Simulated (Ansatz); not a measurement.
Here is an Ansatz 0.2.0 calculation.

Contents of input.yaml:

```yaml
crystal:
  lattice:
    - [5.29285, -0.00032, -0.02518]
    - [-0.0419, 5.33569, 0.0234]
    - [-0.4762, -0.07999, 7.89609]
  atoms:
    - { symbol: Ta, position: [0.52261, 0.46364, 0.51843] }
    - { symbol: Ta, position: [0.55532, 0.53163, 0.98083] }
    - { symbol: Ta, position: [0.02338, 0.98832, 0.50961] }
    - { symbol: Ta, position: [0.04916, 0.02484, 0.01689] }
    - { symbol: Ni, position: [0.06538, 0.57998, 0.26898], spin: 1.0 }
    - { symbol: O, position: [0.96711, 0.93834, 0.23892] }
    - { symbol: O, position: [0.21005, 0.28324, 0.4299] }
    - { symbol: O, position: [0.27287, 0.71995, 0.06145] }
    - { symbol: O, position: [0.33888, 0.2382, 0.03682] }
    - { symbol: O, position: [0.30665, 0.75341, 0.45874] }
    - { symbol: O, position: [0.50103, 0.44858, 0.74991] }
    - { symbol: O, position: [0.70564, 0.16332, 0.48732] }
    - { symbol: O, position: [0.73302, 0.83358, 0.9406] }
    - { symbol: O, position: [0.85284, 0.36497, 0.07896] }
    - { symbol: O, position: [0.81889, 0.65561, 0.47584] }
    - { symbol: O, position: [0.07718, 0.01239, 0.7468] }
hamiltonian:
  xc: pbe
  pseudopotentials: { kind: paw }
magnetization:
  spin_polarized: true
kpoints:
  mp_grid: { grid: [4, 4, 3] }
scf:
  occupations: { method: fermi_dirac, width: 0.05 }
output:
  forces: true
  stress: true
  eigenvalues: true
  write_density: true
  write_potential: true
  elf: true
  volumetric_format: npy
relax:
  f_tol: 0.01
  max_steps: 40
  cell: { stress_tol: 0.05, p_target: 2.0 }
```

Potentials or basis: Ansatz PAW.

The run is started by

```bash
$ ansatz run input.yaml --threads 8 --pin off --max-ram 20480MiB --backend cpu --events-out ev --progress --plain --runs-dir out
```

(1) What does it give for the relaxed cell?

(2) What does it give for the absolute moment?

(3) What does it give for the band gap on the k mesh?

## Answers

(1) a = 5.265 Å, b = 5.305 Å, c = 7.814 Å, α = 90.35°, β = 94.06°, γ = 90.60°.

(2) 2.09 μB per cell.

(3) 1.28 eV, indirect (least direct gap 1.38 eV).

Caveat: odd divisions of the mesh miss points on the zone boundary, where band edges often lie, so the gap on the mesh can be too wide; the plane-wave basis is chosen anew once the cell has moved, so the energies of steps on either side of that aren't comparable; spin-orbit coupling is left out, which moves the levels of the heavy elements; a cell with one magnetic atom can't hold antiferromagnetic order, which such compounds often take.
